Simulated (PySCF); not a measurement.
**GaSiH7O (SMILES [SiH3][OH+][GaH3-]) at 6 levels**

Aim: a comparison of 6 runs (HF/STO-3G, HF/3-21G, CAM-B3LYP/6-31G*, M06-L/6-31G*, PBE0/6-31G*, SCS-MP2/6-31G*) of GaSiH7O. 

The results are computed with PySCF 2.14.0.

2 further runs of the same task are left out: 2 set aside as unsound or not needed.

### 1 Starting point

GaSiH7O has 10 atoms, charge 0, and is taken as a singlet. SMILES: `[SiH3][OH+][GaH3-]`. The coordinates come from a PBE0-D4/def2-TZVP relaxation.

Bond lengths: Si1–O2 1.685 Å, O2–Ga3 2.176 Å, Si1–H4 1.485 Å, Si1–H5 1.480 Å, Si1–H6 1.475 Å, O2–H7 0.960 Å, Ga3–H8 1.571 Å, Ga3–H9 1.583 Å, Ga3–H10 1.578 Å. Some angles: Si1–O2–Ga3 118.1°, Si1–O2–H7 117.7°, Ga3–O2–H7 112.1°, O2–Si1–H4 106.7°, O2–Si1–H5 110.5°, O2–Si1–H6 105.9°, O2–Ga3–H8 100.1°, O2–Ga3–H9 92.2°, O2–Ga3–H10 95.6°, H4–Si1–H5 110.0°.

### 2 The energy at HF/STO-3G (run 1)

Input file input.py:

```python
# [SiH3][OH+][GaH3-]
from pyscf import gto

system = gto.M(
    atom='''
Si      -0.484700       0.680100      -1.289300
O       -0.772200      -0.233700       0.097500
Ga       0.882100      -0.551000       1.475200
H       -1.767100       0.740000      -2.035000
H        0.556000       0.040700      -2.124900
H       -0.069600       2.013200      -0.814500
H       -1.323900      -1.014800       0.010100
H        0.306600       0.146600       2.760300
H        1.885600       0.253500       0.552600
H        0.870300      -2.125600       1.370900
''',
    basis='sto-3g',
    spin=0,
    max_memory=1860,
    verbose=3,
)

mf = system.RHF()
mf.conv_tol = 1e-10
mf.kernel()
if not mf.converged:
    mf = mf.newton().run(mf.mo_coeff, mf.mo_occ)

e_tot = mf.e_tot
print('Final energy', e_tot)
```

Run with:

```
$ OMP_NUM_THREADS=1 python input.py
```

What it wrote:

```text
converged SCF energy = -2264.40479765301
Final energy -2264.4047976530137
```

It took 0.99 s on 1 thread of Intel Xeon at 2.70GHz, shared host; peak memory 0.12 GiB.

### 3 The energy at HF/3-21G (run 2)

Input file start.xyz:

```xyz
10
GaH7OSi
Si    -0.484700     0.680100    -1.289300
O     -0.772200    -0.233700     0.097500
Ga     0.882100    -0.551000     1.475200
H     -1.767100     0.740000    -2.035000
H      0.556000     0.040700    -2.124900
H     -0.069600     2.013200    -0.814500
H     -1.323900    -1.014800     0.010100
H      0.306600     0.146600     2.760300
H      1.885600     0.253500     0.552600
H      0.870300    -2.125600     1.370900
```

Input file job.py:

```python
from pyscf import gto

system = gto.M(
    atom='start.xyz',
    verbose=4,
    max_memory=1860,
    basis='3-21g',
)

mf = system.RHF()
mf.conv_tol = 1e-10
mf.kernel()
if not mf.converged:
    mf = mf.newton().run(mf.mo_coeff, mf.mo_occ)

etot = mf.e_tot
print('Final energy', etot)
```

Run with:

```
$ OMP_NUM_THREADS=1 python job.py
```

What it wrote:

```text
PySCF version 2.14.0

[... 62 lines left out ...]
converged SCF energy = -2279.74825515892
Final energy -2279.748255158923
```

Run time: 1.1 s. Hardware: 1 thread of Intel Xeon at 2.70GHz, shared host; peak memory 0.13 GiB.

Runs 3 to 5 aren't shown in full; the table further down has their settings and results.

### 4 The energy at SCS-MP2/6-31G(d) (spherical functions) (run 6)

Input file input.py:

```python
from pyscf import gto, scf, mp

mol = gto.M(
    atom='''
Si    -0.484700     0.680100    -1.289300
O     -0.772200    -0.233700     0.097500
Ga     0.882100    -0.551000     1.475200
H     -1.767100     0.740000    -2.035000
H      0.556000     0.040700    -2.124900
H     -0.069600     2.013200    -0.814500
H     -1.323900    -1.014800     0.010100
H      0.306600     0.146600     2.760300
H      1.885600     0.253500     0.552600
H      0.870300    -2.125600     1.370900
''',
    max_memory=1860,
    basis='6-31g*',
    verbose=3,
    spin=0,
)

mf = scf.RHF(mol)
mf.conv_tol = 1e-10
mf.kernel()
if not mf.converged:
    mf = mf.newton().run(mf.mo_coeff, mf.mo_occ)

pt = mp.MP2(mf, frozen=15).run()
e_tot = mf.e_tot + 1.2 * pt.e_corr_os + pt.e_corr_ss / 3
print('E = %.10f Eh' % e_tot)
```

Run with:

```
$ OMP_NUM_THREADS=1 python input.py
```

What it wrote:

```text
converged SCF energy = -2290.81876473045
E(RMP2) = -2291.32392572725  E_corr = -0.50516099679778
E(SCS-RMP2) = -2291.30696687231  E_corr = -0.48820214185737
E = -2291.3069668723 Eh
```

Run time: 2.4 s. Hardware: 1 thread of Intel Xeon at 2.70GHz, shared host; peak memory 0.17 GiB.

### 5 All runs side by side

| run | level | integration grid | frozen core orbitals | energy (Eh) | dipole moment (D) of the reference | HOMO energy (eV) | LUMO energy (eV) | wall time |
| --- | --- | --- | --- | --- | --- | --- | --- | --- |
| 1 | HF/STO-3G | – | – | -2264.404798 | 5.03 | -5.50 | 8.31 | 0.99 s |
| 2 | HF/3-21G | – | – | -2279.748255 | 4.35 | -10.54 | 2.67 | 1.1 s |
| 3 | CAM-B3LYP/6-31G* (spherical functions) | 5 | – | -2293.571504 | 3.84 | -9.05 | 0.30 | 36 s |
| 4 | M06-L/6-31G* (spherical functions) | 5 | – | -2293.417522 | 3.80 | -6.74 | -0.94 | 34 s |
| 5 | PBE0/6-31G* (spherical functions) | 5 | – | -2293.009230 | 3.79 | -7.70 | -0.68 | 20 s |
| 6 | SCS-MP2/6-31G* (spherical functions) | – | 15 | -2291.306967 | 3.87 | -10.75 | 2.29 | 2.4 s |

### 6 Summary of results

| quantity | value |
| --- | --- |
| run 6: total energy | -2291.30697 Eh |
| run 6: dipole moment (Hartree–Fock density) | 3.87 D |
| run 6: HOMO energy (Hartree–Fock orbitals) | -10.75 eV |
| run 6: LUMO energy (Hartree–Fock orbitals) | 2.29 eV |
| run 6: HOMO–LUMO gap (Hartree–Fock orbitals) | 13.04 eV |
| run 6: correlation energy (15 core orbitals frozen) | -488.2 mEh |

Over runs 1, 2, 3, 4, 5 the dipole moment (its size) runs from 3.79 D (PBE0/6-31G*) to 5.03 D (HF/STO-3G). The two ends differ in method and basis. Over runs 1, 2, 3, 4, 5 the HOMO–LUMO gap runs from 5.79 eV (M06-L/6-31G*) to 13.81 eV (HF/STO-3G). Totals of different functionals can't be ranked against each other. In run 1 the basis is minimal, so the values are rough. All runs together took 94 s, the longest 36 s.
